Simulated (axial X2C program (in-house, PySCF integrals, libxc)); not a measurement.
# Linear HRuF at several levels

One table from this session's results is given with a row withheld; the runs are named, their logs left out.

Program: an in-house X2C program for linear molecules on PySCF integrals. Level of theory: all-electron X2C, two-component (2c) or spin-free, H dyall-v3z, Ru dyall-v3z, F dyall-av3z. These are calculated values, not measurements.

All values are calculated.

2 further runs of the same task are left out: 2 set aside as unsound or not needed.

The first run:

File task.json:

```json
{
 "zs": [
  1,
  44,
  9
 ],
 "q": 0,
 "bas": [
  "dyall-v3z",
  "dyall-v3z",
  "dyall-av3z"
 ],
 "r0": [
  1.57,
  1.89
 ],
 "symm": 0,
 "scan": [
  "PBE0",
  "HF",
  "r2SCAN"
 ],
 "levels": [
  "PBE0",
  "HF",
  "BHandHLYP"
 ],
 "nst": 2
}
```

Keys: zs atomic numbers; q charge; bas basis sets; r0 starting distance in Å; symm equal bonds; scan levels of the two-bond scan (MP2 follows by itself at each HF point); levels methods; nst determinants followed.

Started as:

```sh
python solin.py task.json out
```

Masses H 1.008, Ru 101.904, F 18.998 u.

Among the steps run: Scan at PBE0, 2c; Scan at HF, 2c; Scan at r2SCAN, 2c.

One of the session's tables, all rows but one given; the rest of the session is left out.

```
            level  r(H–Ru) (Å)  r(Ru–F) (Å)  lower stretch (cm⁻¹)  upper stretch (cm⁻¹)
         PBE0, 2c        1.686        1.907                 603.6                1851.1
           HF, 2c        1.749        1.935                 597.2                1730.2
       r2SCAN, 2c        1.677        1.910                 605.0                1868.8
          MP2, 2c            ?            ?                     ?                     ?
  PBE0, spin-free        1.685        1.907                 604.3                1853.0
    HF, spin-free        1.748        1.934                 597.9                1731.7
r2SCAN, spin-free        1.677        1.910                 605.5                1870.6
   MP2, spin-free        1.683        1.918                 594.6                1863.5
```

Estimate the missing values for MP2, 2c.

As computed: r(H–Ru) (Å): 1.683; r(Ru–F) (Å): 1.919; lower stretch (cm⁻¹): 593.4; upper stretch (cm⁻¹): 1860.7.

Scans not shown above were run alike.

Caveats from the session: The molecule was held linear; bending was not examined, so a bent shape may lie lower. Note: functional without a current term on a determinant with orbital currents, of the molecule or an atom.
